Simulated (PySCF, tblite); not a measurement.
# C6H13NSi: geometry, infrared bands, NMR shifts, electronic excitations and core binding energies, part 2 of 2

tblite 0.8.0 and PySCF 2.14.0. Atoms count from 0. Earlier steps stand in the parts before.

### 6 TDDFT and polarisability: PBE0/def2-SVPD

Job settings and geometry (Å):

```
{"job": {"kind": "uv", "xc": "PBE0", "basis": "def2-SVPD", "ip": true}, "charge": 0, "multiplicity": 1}
C     -1.343611    -0.334073     1.591136
C     -1.441254    -0.141834     0.270555
C     -2.653799    -0.571634    -0.502072
C     -0.351251     0.503458    -0.565330
C      0.633234     1.379033     0.224755
N      1.630323     0.504064     0.814524
Si     1.824537    -0.999597    -0.029784
C      0.483254    -0.579269    -1.294263
H     -2.152525    -0.815920     2.147380
H     -0.451278    -0.038113     2.147572
H     -2.384469    -1.247392    -1.330933
H     -3.151971     0.299499    -0.961165
H     -3.383480    -1.089247     0.135796
H     -0.854028     1.140698    -1.314122
H      0.087288     1.949272     0.996076
H      1.080890     2.122756    -0.466710
H      2.263386     0.918996     1.484045
H      1.570047    -2.210558     0.814216
H      3.171257    -1.197520    -0.662204
H      0.974288    -0.151791    -2.185130
H     -0.127377    -1.427710    -1.634809
```

Level: TDDFT PBE0/def2-SVPD, vertical, gas phase, core orbitals frozen in the response.

The program printed:

```text
coarse grid: 17264 points
cycle   1  E = -579.8125722141  dE =  7.246e-01  |g| = 4.922e-01  |ddm| = 8.024e+00
cycle   2  E = -579.7752515495  dE =  3.732e-02  |g| = 6.359e-01  |ddm| = 1.901e+00
cycle   3  E = -579.8750978910  dE = -9.985e-02  |g| = 7.559e-02  |ddm| = 1.035e+00
cycle   4  E = -579.8762142107  dE = -1.116e-03  |g| = 3.232e-02  |ddm| = 2.056e-01
cycle   5  E = -579.8764665576  dE = -2.523e-04  |g| = 5.490e-03  |ddm| = 6.770e-02
cycle   6  E = -579.8764728813  dE = -6.324e-06  |g| = 2.214e-03  |ddm| = 1.810e-02
final grid: 160008 points
cycle   7  E = -579.9526873633  dE = -5.664e-05  |g| = 8.820e-03  |ddm| = 2.601e-01
cycle   8  E = -579.9526742232  dE =  1.314e-05  |g| = 1.143e-02  |ddm| = 4.362e-02
cycle   9  E = -579.9527079112  dE = -3.369e-05  |g| = 9.852e-04  |ddm| = 2.113e-02
cycle  10  E = -579.9527081274  dE = -2.162e-07  |g| = 3.003e-04  |ddm| = 2.607e-03
cycle  11  E = -579.9527081472  dE = -1.979e-08  |g| = 8.936e-05  |ddm| = 8.797e-04
cycle  12  E = -579.9527081488  dE = -1.609e-09  |g| = 3.932e-05  |ddm| = 2.889e-04
cycle  13  E = -579.9527081492  dE = -3.754e-10  |g| = 8.604e-06  |ddm| = 8.894e-05
converged SCF energy = -579.9527081492

Static polarisability (au): isotropic 102.853, principal 93.679 103.844 111.036

Singlet excitations
state   eV       nm        f      main configurations
  1   5.5616    222.9   0.00135   H->L 0.70, H->L+1 0.19
  2   5.7829    214.4   0.00229   H->L+1 0.68, H->L 0.24
  3   6.0513    204.9   0.01375   H->L+2 0.84
  4   6.5685    188.8   0.01742   H-1->L+1 0.66, H->L+3 0.20
  5   6.6966    185.1   0.05438   H-1->L 0.60, H-1->L+1 0.13, H-1->L+2 0.13
  6   6.7339    184.1   0.01572   H->L+4 0.67, H-1->L 0.09
  7   6.8600    180.7   0.00204   H->L+3 0.53, H->L+4 0.19, H-1->L+1 0.14
  8   7.0106    176.9   0.00745   H->L+5 0.65, H->L+6 0.14
  9   7.0832    175.0   0.05638   H-1->L+2 0.48, H->L+7 0.18, H->L+6 0.17
 10   7.1770    172.8   0.06979   H->L+7 0.52, H-1->L+2 0.18

Triplet excitations (Tamm-Dancoff, eV): 4.2009 5.3602 5.7109 5.9640
Vertical ionisation energy (delta-SCF) = 8.1920 eV
```

It took 7.3 min on 1 thread of AMD EPYC, shared host; peak memory 1.1 GiB.

The orbitals next to the gap, with their largest atomic shares:

| orbital | eV | atoms |
| --- | --- | --- |
| HOMO−3 | -8.86 | Si6 18 %, H18 13 %, C3 10 % |
| HOMO−2 | -8.43 | C7 33 %, Si6 22 %, C3 11 % |
| HOMO−1 | -7.12 | C0 32 %, C1 28 %, N5 6 % |
| HOMO | -6.42 | N5 49 %, C4 10 %, Si6 7 % |
| LUMO | 0.31 | C0 23 %, C1 23 %, Si6 8 % |
| LUMO+1 | 0.52 | Si6 18 %, C4 9 %, H16 8 % |
| LUMO+2 | 0.75 | Si6 23 %, C1 9 %, H17 9 % |

With each of the 10 states as a Gaussian band of 0.4 eV half-width at 1/e, the curve within the window shown has maxima at 177 nm (ε 6,800) L/(mol cm). Beyond the last state computed it falls off for lack of states. The curve at chosen wavelengths:

| nm | ε (L/mol/cm) |
| --- | --- |
| 166 | 2634 |
| 169 | 4273 |
| 173 | 6084 |
| 176 | 6699 |
| 179 | 6663 |
| 183 | 5937 |
| 186 | 5109 |
| 190 | 3849 |
| 193 | 2937 |
| 196 | 2172 |
| 200 | 1457 |
| 203 | 1124 |
| 206 | 905 |
| 210 | 702 |
| 213 | 578 |
| 216 | 465 |
| 220 | 334 |
| 223 | 252 |
| 226 | 186 |
| 230 | 120 |
| 233 | 84 |
| 237 | 51 |
| 240 | 34 |
| 243 | 22 |
| 247 | 12 |
| 250 | 8 |

Ground-state properties from the same run:

| property | computed |
| --- | --- |
| dipole moment (D) | 0.99 |
| polarisability (Å³) | 15.24 |
| HOMO–LUMO gap (eV) | 6.73 |
| −ε(HOMO) (eV) | 6.42 |

### 7 Shielding tensors: PBE/pcSseg-1

Settings changed since step 6:

```diff
@@ -1,2 +1,2 @@
-{"job": {"kind": "uv", "xc": "PBE0", "basis": "def2-SVPD", "ip": true}, "charge": 0, "multiplicity": 1}
+{"job": {"kind": "nmr", "xc": "PBE", "basis": "pcSseg-1", "pop": false}, "charge": 0, "multiplicity": 1}
 C     -1.343611    -0.334073     1.591136
```

Level: GIAO PBE/pcSseg-1 NMR shielding, non-relativistic, gas phase.

The program printed:

```text
coarse grid: 17264 points
cycle   1  E = -579.9106384902  dE =  5.922e-01  |g| = 7.338e-01  |ddm| = 4.169e+00
cycle   2  E = -579.6237571458  dE =  2.869e-01  |g| = 1.287e+00  |ddm| = 2.270e+00
cycle   3  E = -580.0444779119  dE = -4.207e-01  |g| = 1.718e-01  |ddm| = 1.742e+00
cycle   4  E = -580.0508403753  dE = -6.362e-03  |g| = 6.015e-02  |ddm| = 2.461e-01
cycle   5  E = -580.0516098163  dE = -7.694e-04  |g| = 2.004e-02  |ddm| = 7.261e-02
cycle   6  E = -580.0516677873  dE = -5.797e-05  |g| = 1.390e-02  |ddm| = 2.915e-02
cycle   7  E = -580.0517182792  dE = -5.049e-05  |g| = 2.430e-03  |ddm| = 1.363e-02
cycle   8  E = -580.0517196266  dE = -1.347e-06  |g| = 5.930e-04  |ddm| = 2.910e-03
final grid: 160008 points
cycle   9  E = -580.1155762985  dE = -4.584e-05  |g| = 1.553e-02  |ddm| = 6.168e-02
cycle  10  E = -580.1154540008  dE =  1.223e-04  |g| = 2.675e-02  |ddm| = 4.277e-02
cycle  11  E = -580.1156352992  dE = -1.813e-04  |g| = 3.671e-03  |ddm| = 3.037e-02
cycle  12  E = -580.1156383889  dE = -3.090e-06  |g| = 9.523e-04  |ddm| = 3.987e-03
cycle  13  E = -580.1156385912  dE = -2.024e-07  |g| = 3.990e-04  |ddm| = 1.181e-03
cycle  14  E = -580.1156386313  dE = -4.008e-08  |g| = 5.424e-05  |ddm| = 4.341e-04
cycle  15  E = -580.1156386318  dE = -5.043e-10  |g| = 2.768e-05  |ddm| = 9.157e-05
converged SCF energy = -580.1156386318

GIAO shielding tensors (ppm)
atom      isotropic    diamagn.    paramagn.     s11        s22        s33       span
  0 C       64.028     254.673    -190.646    -36.559     82.297    146.345    182.904
  1 C       23.032     260.434    -237.402    -96.671     17.256    148.510    245.181
  2 C      153.631     245.816     -92.184    130.726    148.176    181.992     51.266
  3 C      132.556     248.574    -116.018    118.006    131.934    147.726     29.720
  4 C      123.837     246.654    -122.817    104.751    122.353    144.406     39.656
  5 N      236.408     322.173     -85.765    186.401    221.615    301.207    114.806
  6 Si     360.897     880.613    -519.717    316.968    339.240    426.482    109.514
  7 C      164.131     252.644     -88.513    149.863    155.193    187.338     37.475
  8 H       26.072      30.498      -4.426     23.500     25.082     29.635      6.135
  9 H       25.562      33.187      -7.625     22.122     23.814     30.750      8.627
 10 H       29.014      29.639      -0.625     24.429     29.423     33.190      8.761
 11 H       29.418      28.175       1.244     25.822     27.564     34.869      9.047
 12 H       29.519      28.545       0.974     25.767     28.045     34.743      8.976
 13 H       28.751      33.489      -4.739     25.161     27.173     33.918      8.757
 14 H       27.744      31.795      -4.051     24.558     26.146     32.528      7.969
 15 H       27.779      30.425      -2.646     22.088     26.397     34.852     12.764
 16 H       31.394      31.596      -0.202     22.149     28.559     43.474     21.325
 17 H       26.184      29.163      -2.980     22.830     23.992     31.730      8.900
 18 H       26.139      28.288      -2.149     22.707     23.554     32.156      9.448
 19 H       29.983      31.343      -1.360     25.306     26.922     37.722     12.416
 20 H       30.197      32.073      -1.876     25.149     29.630     35.812     10.663
```

Run time: 2.4 min. Hardware: 1 thread of AMD EPYC, shared host; peak memory 0.87 GiB.

Key values: δ C1 157.0, C0 116.0, C4 56.2, C3 47.5, H9 5.63, H8 5.12 ppm.

### 8 Core holes by ΔSCF: SCAN, X2C

Settings changed since step 7:

```diff
@@ -1,2 +1,2 @@
-{"job": {"kind": "nmr", "xc": "PBE", "basis": "pcSseg-1", "pop": false}, "charge": 0, "multiplicity": 1}
+{"job": {"kind": "xps"}, "charge": 0, "multiplicity": 1}
 C     -1.343611    -0.334073     1.591136
```

Level: delta-SCF UKS SCAN, pcX-2 on the ionised atom, pcseg-1 elsewhere, spin-free X2C.

The program printed:

```text
ground state, core basis on atom 0 (C), 212 functions
  cycle   1  E = -581.05193892  |g| = 6.58e-01
  cycle   2  E = -580.91697929  |g| = 9.67e-01
  cycle   3  E = -581.16186136  |g| = 1.24e-01
  cycle   4  E = -581.16515586  |g| = 5.11e-02
  cycle   5  E = -581.16573624  |g| = 1.61e-02
  cycle   6  E = -581.16577990  |g| = 1.00e-02
  cycle   7  E = -581.16580652  |g| = 1.68e-03
  cycle   8  E = -581.16580774  |g| = 8.39e-04
  cycle   9  E = -581.16580818  |g| = 1.32e-04
  E(ground) = -581.21620688 Eh
hole in C 1s of atom 0
  cycle   1  E = -569.94224529  |g| = 1.51e+00
  cycle   2  E = -568.11871071  |g| = 2.12e+00
  cycle   3  E = -570.13543129  |g| = 8.61e-01
  cycle   4  E = -570.46415351  |g| = 3.69e-01
  cycle   5  E = -570.51978625  |g| = 1.47e-01
  cycle   6  E = -570.52878618  |g| = 4.41e-02
  cycle   7  E = -570.52974759  |g| = 1.45e-02
  cycle   8  E = -570.52985421  |g| = 5.18e-03
  cycle   9  E = -570.52987171  |g| = 2.40e-03
  cycle  10  E = -570.52987563  |g| = 1.26e-03
  cycle  11  E = -570.52987645  |g| = 6.86e-04
  cycle  12  E = -570.52987770  |g| = 3.07e-04
  E(ion) = -570.57936982 Eh   <S^2> = 0.7806   hole on atom = 1.000   binding energy = 289.443 eV
ground state, core basis on atom 1 (C), 212 functions
  cycle   1  E = -581.16660987  |g| = 6.33e-02
  cycle   2  E = -581.16576740  |g| = 6.41e-02
  cycle   3  E = -581.16643773  |g| = 3.98e-02
  cycle   4  E = -581.16684918  |g| = 8.10e-03
  cycle   5  E = -581.16686948  |g| = 7.25e-04
  cycle   6  E = -581.16686962  |g| = 2.51e-04
  E(ground) = -581.21714550 Eh
hole in C 1s of atom 1
  cycle   1  E = -569.91489930  |g| = 1.52e+00
  cycle   2  E = -567.50878318  |g| = 2.43e+00
  cycle   3  E = -570.16799975  |g| = 7.80e-01
  cycle   4  E = -570.41565051  |g| = 4.30e-01
  cycle   5  E = -570.48860444  |g| = 1.63e-01
  cycle   6  E = -570.49956619  |g| = 6.45e-02
  cycle   7  E = -570.50179933  |g| = 1.74e-02
  cycle   8  E = -570.50204318  |g| = 9.89e-03
  cycle   9  E = -570.50218412  |g| = 6.03e-03
  cycle  10  E = -570.50231156  |g| = 5.12e-03
  cycle  11  E = -570.50238924  |g| = 3.36e-03
  cycle  12  E = -570.50242351  |g| = 1.45e-03
  cycle  13  E = -570.50242845  |g| = 7.70e-04
  cycle  14  E = -570.50242949  |g| = 3.00e-04
  E(ion) = -570.55182072 Eh   <S^2> = 0.8549   hole on atom = 1.000   binding energy = 290.218 eV
ground state, core basis on atom 2 (C), 212 functions
  cycle   1  E = -581.16417184  |g| = 5.89e-02
  cycle   2  E = -581.16394808  |g| = 3.58e-02
  cycle   3  E = -581.16388197  |g| = 3.84e-02
  cycle   4  E = -581.16426096  |g| = 8.78e-03
  cycle   5  E = -581.16428201  |g| = 3.41e-04
  cycle   6  E = -581.16428001  |g| = 1.52e-04
  E(ground) = -581.21426199 Eh
hole in C 1s of atom 2
  cycle   1  E = -569.92522959  |g| = 1.51e+00
  cycle   2  E = -567.07240179  |g| = 2.42e+00
  cycle   3  E = -570.09354660  |g| = 8.55e-01
  cycle   4  E = -570.42062099  |g| = 3.69e-01
  cycle   5  E = -570.47490509  |g| = 1.55e-01
  cycle   6  E = -570.48283962  |g| = 9.18e-02
  cycle   7  E = -570.48723746  |g| = 1.59e-02
  cycle   8  E = -570.48735617  |g| = 6.70e-03
  cycle   9  E = -570.48738282  |g| = 2.67e-03
  cycle  10  E = -570.48738975  |g| = 1.60e-03
  cycle  11  E = -570.48739631  |g| = 1.12e-03
  cycle  12  E = -570.48740210  |g| = 9.46e-04
  cycle  13  E = -570.48740735  |g| = 7.48e-04
  cycle  14  E = -570.48741439  |g| = 5.73e-04
  cycle  15  E = -570.48741631  |g| = 2.74e-04
  E(ion) = -570.53638857 Eh   <S^2> = 0.7712   hole on atom = 1.000   binding energy = 290.560 eV
ground state, core basis on atom 3 (C), 212 functions
  cycle   1  E = -581.16586701  |g| = 5.80e-02
  cycle   2  E = -581.16583565  |g| = 2.01e-02
  cycle   3  E = -581.16581334  |g| = 2.17e-02
  cycle   4  E = -581.16592968  |g| = 5.98e-03
  cycle   5  E = -581.16593923  |g| = 5.96e-04
  cycle   6  E = -581.16593879  |g| = 1.80e-04
  E(ground) = -581.21581806 Eh
hole in C 1s of atom 3
  cycle   1  E = -569.90702859  |g| = 1.52e+00
  cycle   2  E = -568.69552707  |g| = 2.17e+00
  cycle   3  E = -570.38347162  |g| = 4.63e-01
  cycle   4  E = -570.40687309  |g| = 3.82e-01
  cycle   5  E = -570.48629133  |g| = 8.35e-02
  cycle   6  E = -570.48923101  |g| = 2.43e-02
  cycle   7  E = -570.48950186  |g| = 9.16e-03
  cycle   8  E = -570.48954908  |g| = 4.24e-03
  cycle   9  E = -570.48956198  |g| = 2.25e-03
  cycle  10  E = -570.48956938  |g| = 1.36e-03
  cycle  11  E = -570.48957513  |g| = 9.90e-04
  cycle  12  E = -570.48957922  |g| = 8.48e-04
  cycle  13  E = -570.48958313  |g| = 6.76e-04
  cycle  14  E = -570.48958976  |g| = 4.07e-04
  E(ion) = -570.53805579 Eh   <S^2> = 0.7744   hole on atom = 1.000   binding energy = 290.557 eV
ground state, core basis on atom 4 (C), 212 functions
  cycle   1  E = -581.16587497  |g| = 5.79e-02
  cycle   2  E = -581.16584165  |g| = 2.07e-02
  cycle   3  E = -581.16583702  |g| = 2.12e-02
  cycle   4  E = -581.16594387  |g| = 4.00e-03
  cycle   5  E = -581.16594668  |g| = 8.43e-04
  cycle   6  E = -581.16594716  |g| = 2.59e-04
  E(ground) = -581.21564166 Eh
hole in C 1s of atom 4
  cycle   1  E = -569.89581714  |g| = 1.51e+00
  cycle   2  E = -568.65689417  |g| = 2.16e+00
  cycle   3  E = -570.39459038  |g| = 3.90e-01
  cycle   4  E = -570.44489088  |g| = 2.03e-01
  cycle   5  E = -570.46343402  |g| = 7.35e-02
  cycle   6  E = -570.46552513  |g| = 1.91e-02
  cycle   7  E = -570.46568961  |g| = 8.66e-03
  cycle   8  E = -570.46573881  |g| = 3.45e-03
  cycle   9  E = -570.46574453  |g| = 3.34e-03
  cycle  10  E = -570.46575036  |g| = 1.21e-03
  cycle  11  E = -570.46575183  |g| = 3.04e-04
  E(ion) = -570.51410888 Eh   <S^2> = 0.7718   hole on atom = 1.000   binding energy = 291.204 eV
ground state, core basis on atom 5 (N), 212 functions
  cycle   1  E = -581.17929693  |g| = 7.44e-02
  cycle   2  E = -581.17921778  |g| = 2.86e-02
  cycle   3  E = -581.17916239  |g| = 3.32e-02
  cycle   4  E = -581.17938542  |g| = 4.33e-03
  cycle   5  E = -581.17938989  |g| = 5.58e-04
  cycle   6  E = -581.17938862  |g| = 1.69e-04
  E(ground) = -581.22765297 Eh
hole in N 1s of atom 5
  cycle   1  E = -565.61896704  |g| = 1.87e+00
  cycle   2  E = -564.09192301  |g| = 2.38e+00
  cycle   3  E = -566.17413860  |g| = 5.65e-01
  cycle   4  E = -566.29504072  |g| = 2.59e-01
  cycle   5  E = -566.32490340  |g| = 1.28e-01
  cycle   6  E = -566.33149128  |g| = 5.84e-02
  cycle   7  E = -566.33334327  |g| = 1.06e-02
  cycle   8  E = -566.33341192  |g| = 3.48e-03
  cycle   9  E = -566.33341870  |g| = 1.65e-03
  cycle  10  E = -566.33342100  |g| = 6.56e-04
  cycle  11  E = -566.33342138  |g| = 3.70e-04
  E(ion) = -566.38041911 Eh   <S^2> = 0.7655   hole on atom = 1.000   binding energy = 404.014 eV
ground state, core basis on atom 6 (Si), 223 functions
  cycle   1  E = -581.26382434  |g| = 2.87e-01
  cycle   2  E = -581.26388844  |g| = 3.97e-02
  cycle   3  E = -581.26387025  |g| = 3.12e-02
  cycle   4  E = -581.26401318  |g| = 9.32e-03
  cycle   5  E = -581.26403509  |g| = 1.62e-03
  cycle   6  E = -581.26403342  |g| = 3.95e-04
  E(ground) = -581.27234895 Eh
hole in Si 1s of atom 6
  cycle   1  E = -512.34815307  |g| = 4.35e+00
  cycle   2  E = -510.98378943  |g| = 2.48e+00
  cycle   3  E = -509.51191238  |g| = 2.07e+00
  cycle   4  E = -513.24333068  |g| = 5.57e-01
  cycle   5  E = -513.33250676  |g| = 3.84e-01
  cycle   6  E = -513.39840125  |g| = 1.34e-01
  cycle   7  E = -513.40737040  |g| = 3.80e-02
  cycle   8  E = -513.40799496  |g| = 1.93e-02
  cycle   9  E = -513.40817244  |g| = 8.26e-03
  cycle  10  E = -513.40820690  |g| = 1.10e-03
  cycle  11  E = -513.40820761  |g| = 4.81e-04
  E(ion) = -513.42458571 Eh   <S^2> = 0.7522   hole on atom = 1.000   binding energy = 1846.232 eV
hole in Si 2p of atom 6
  cycle   1  E = -577.00792459  |g| = 1.24e+00
  cycle   2  E = -575.53149196  |g| = 1.60e+00
  cycle   3  E = -577.03786124  |g| = 6.75e-01
  cycle   4  E = -577.31900288  |g| = 1.44e-01
  cycle   5  E = -577.32808402  |g| = 1.10e-01
  cycle   6  E = -577.33412492  |g| = 3.99e-02
  cycle   7  E = -577.33485554  |g| = 1.57e-02
  cycle   8  E = -577.33497212  |g| = 5.58e-03
  cycle   9  E = -577.33498608  |g| = 2.22e-03
  cycle  10  E = -577.33498799  |g| = 5.78e-04
  cycle  11  E = -577.33498896  |g| = 3.09e-04
  E(ion) = -577.35439139 Eh   <S^2> = 0.7521   hole on atom = 1.002   binding energy = 106.613 eV
  2p3/2 = 106.381 eV   2p1/2 = 107.005 eV
ground state, core basis on atom 7 (C), 212 functions
  cycle   1  E = -581.16594262  |g| = 6.17e-02
  cycle   2  E = -581.16592983  |g| = 2.77e-02
  cycle   3  E = -581.16604599  |g| = 1.94e-02
  cycle   4  E = -581.16613919  |g| = 4.25e-03
  cycle   5  E = -581.16614383  |g| = 1.03e-03
  cycle   6  E = -581.16614524  |g| = 3.88e-04
  E(ground) = -581.21590824 Eh
hole in C 1s of atom 7
  cycle   1  E = -569.93117258  |g| = 1.52e+00
  cycle   2  E = -568.97130985  |g| = 1.98e+00
  cycle   3  E = -570.43351197  |g| = 4.10e-01
  cycle   4  E = -570.45781824  |g| = 3.17e-01
  cycle   5  E = -570.51064237  |g| = 9.20e-02
  cycle   6  E = -570.51454938  |g| = 2.94e-02
  cycle   7  E = -570.51496027  |g| = 8.19e-03
  cycle   8  E = -570.51498869  |g| = 5.07e-03
  cycle   9  E = -570.51500529  |g| = 1.87e-03
  cycle  10  E = -570.51501108  |g| = 1.18e-03
  cycle  11  E = -570.51501410  |g| = 9.23e-04
  cycle  12  E = -570.51501757  |g| = 8.26e-04
  cycle  13  E = -570.51502253  |g| = 7.16e-04
  cycle  14  E = -570.51503111  |g| = 4.90e-04
  E(ion) = -570.56341949 Eh   <S^2> = 0.7725   hole on atom = 1.000   binding energy = 289.869 eV
```

Run time: 7.2 min. Hardware: 1 thread of AMD EPYC, shared host; peak memory 0.7 GiB.

Binding energies by hole, beside the orbital energy of the ground state; the difference holds orbital relaxation and, for a density functional, its self-interaction error:

| hole | stands for | environment | ΔSCF (eV; 2p as the shell's mean) | −ε (eV) | ⟨S²⟩ |
| --- | --- | --- | --- | --- | --- |
| C1s on C0 | C0 | terminal =CH2 carbon | 289.44 | 273.1 | 0.781 |
| C1s on C1 | C1 | fully substituted alkene carbon | 290.22 (doubtful) | 273.8 | 0.855 |
| C1s on C2 | C2 | allylic methyl carbon | 290.56 | 273.5 | 0.771 |
| C1s on C3 | C3 | allylic sp3 CH | 290.56 | 274.0 | 0.774 |
| C1s on C4 | C4 | sp3 CH2 bonded to N | 291.20 | 274.3 | 0.772 |
| N1s on N5 | N5 | nitrogen bonded to C, Si, H, in a 5-membered ring | 404.01 | 385.3 | 0.766 |
| Si1s on Si6 | Si6 | silicon bonded to C, N, 2 H, in a 5-membered ring | 1846.23 | 1793.1 | 0.752 |
| Si2p on Si6 | Si6 | silicon bonded to C, N, 2 H, in a 5-membered ring | 106.59 | 95.9 | 0.752 |
| C1s on C7 | C7 | sp3 CH2 bonded to Si | 289.87 | 273.4 | 0.772 |

Doubtful: the ion did not converge, its hole moved, or its ⟨S²⟩ is well above 0.75.

With the spin-orbit splitting: Si6 2p3/2 106.38, 2p1/2 107.00 eV. The table gives each 2p level as the mean over the whole 2p shell (two parts 2p3/2, one part 2p1/2), which differs a little from the single hole in the log.

### 9 Comparing the runs: NMR shifts

Shifts (ppm) of some atoms, chosen among heavy atoms and hydrogens apart, with basis size and wall time:

| run | C0 | C4 | C3 | H18 | H17 | N5 | Si6 | functions | time |
| --- | --- | --- | --- | --- | --- | --- | --- | --- | --- |
| PBE0/pcSseg-1 | 118.4 | 53.4 | 44.5 | 4.84 | 4.77 | 21.4 | -23.9 | 208 | 89 s |
| PBE/pcSseg-1 | 116.0 | 56.2 | 47.5 | 5.06 | 5.01 | 28.7 | -26.3 | 208 | 2.4 min |

### 10 Results

What follows sums up all 2 parts.

| quantity | value |
| --- | --- |
| strongest single infrared mode (GFN2-xTB) | 2192 cm⁻¹, 477 km/mol |
| zero-point energy (GFN2-xTB) | 109.7 kcal/mol |
| point group | C1 |
| rotational constants (main isotopes) | 2.81, 1.28, 1.18 GHz |
| 13C shifts against TMS (PBE0/pcSseg-1) | 157.7, 118.4, 53.4, 44.5, 25.6, 14.3 ppm |
| 1H shifts against TMS (PBE0/pcSseg-1, means over atoms taken as alike) | 5.68, 5.19, 4.84, 4.77, 3.28, 3.21, 2.27, 1.85, 1.07, 0.87, -0.19 ppm |
| 15N shifts against NH3 (PBE0/pcSseg-1) | 21.4 ppm |
| 29Si shifts against TMS (PBE0/pcSseg-1) | -23.9 ppm |
| lowest singlet (PBE0/def2-SVPD) | 5.56 eV (223 nm), f = 0.001 |
| brightest single state of those computed | state 10, 7.18 eV, f = 0.070 |
| lowest triplet | 4.20 eV |
| vertical ionisation energy (ΔSCF) | 8.19 eV |
| C1s binding energies, SCAN/pcX-2 (standing for 5 of 6 atoms) | C4 291.20, C2 290.56, C3 290.56, C7 289.87, C0 289.44 eV |
| N1s binding energies, SCAN/pcX-2 | N5 404.01 eV |
| Si1s binding energies, SCAN/pcX-2 | Si6 1846.23 eV |
| Si2p binding energies, SCAN/pcX-2 | Si6 106.59 eV |
| range of the shift of N5 | 21.4 to 28.7 ppm |

In words: Over 169 steps the energy fell by 0.985 eV; of the close pairs, N5–Si6 changed most, 1.809 to 1.713 Å (GFN2-xTB). All 57 modes are real, so the xTB geometry is a minimum. The strongest single mode, at 2192 cm⁻¹, moves mainly H18. GFN2-xTB is a fitted tight-binding method: band positions and strengths are rough. Its intensities can rank the bands wrongly. Relaxing lowered the energy by 0.225 eV in 8 steps; the close pair that moved most is Si6–H18, from 1.459 to 1.501 Å (PBE0/def2-SVP). The most deshielded carbon is C1 (fully substituted alkene carbon), at 157.7 ppm: as expected for a trigonal carbon in a double bond. At PBE0/pcSseg-1: The widest tensor belongs to C1: span 254 ppm, with a paramagnetic part of -235 ppm. The lowest singlet, at 5.56 eV, is HOMO→LUMO 0.70, HOMO→LUMO+1 0.19 and is weak; of the 10 states computed, the strongest absorption comes from state 10 at 7.18 eV (the last computed, so partners may be missing). The lowest triplet lies 1.36 eV below the lowest singlet (triplets in Tamm-Dancoff, singlets in full TDDFT). The orbital energy would give 6.42 eV for ionisation, ΔSCF gives 8.19 eV. C4 (sp3 CH2 bonded to N) binds its C1s electron 1.76 eV more tightly than C0 (terminal =CH2 carbon). Only 5 of the 6 C atoms are covered by sound results. Across the 2 runs the shift of N5 moves most, between 21.4 (PBE0/pcSseg-1) and 28.7 ppm (PBE/pcSseg-1).
